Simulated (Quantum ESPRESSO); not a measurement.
TiSn:

```
CELL_PARAMETERS angstrom
0.00000 2.80055 2.80055
2.80055 0.00000 2.80055
2.80055 2.80055 0.00000
ATOMIC_POSITIONS crystal
Ti 0.00000 0.00000 0.00000
Sn 0.50000 0.50000 0.50000
```

The cell was built by a generator and needn't be a form met in nature.

```yaml
Program: Quantum ESPRESSO 7.5
Task: phonons
Functional: LDA
Potentials_or_basis: PseudoDojo 0.4.1 SR LDA standard
Cutoff: 1143 eV
Density_cutoff: 4572 eV
k_mesh: 7 × 7 × 7
Occupations: cold, width 0.2 eV
Spin: no spin polarisation
Target_pressure: 15 GPa
Form_of_the_LDA_correlation: PW92
Mixing_beta: 0.5
Most_SCF_iterations: 120
SCF_threshold: 4e-10 Ry
```

The cell and the atoms were relaxed first at 15 GPa, to 18.12 Å³/atom (a = 3.714 Å, b = 3.714 Å, c = 3.714 Å, α = 60.00°, β = 60.00°, γ = 60.00°), and the response was taken there.

Task: Where do the zone-centre optical modes lie?

Result: T1u at 310 cm⁻¹ (IR).

Optical modes at Γ, degenerate ones joined:
| cm⁻¹ | components | symmetry | active in |
| --- | --- | --- | --- |
| 310 | 3 | T1u | IR |

Caveat: the mesh is thin for the phonons of a metal; the volume moved by over 15 % at a fixed basis, so the end points are rough; the cell is more than 3 GPa from zero pressure, which shifts response properties.
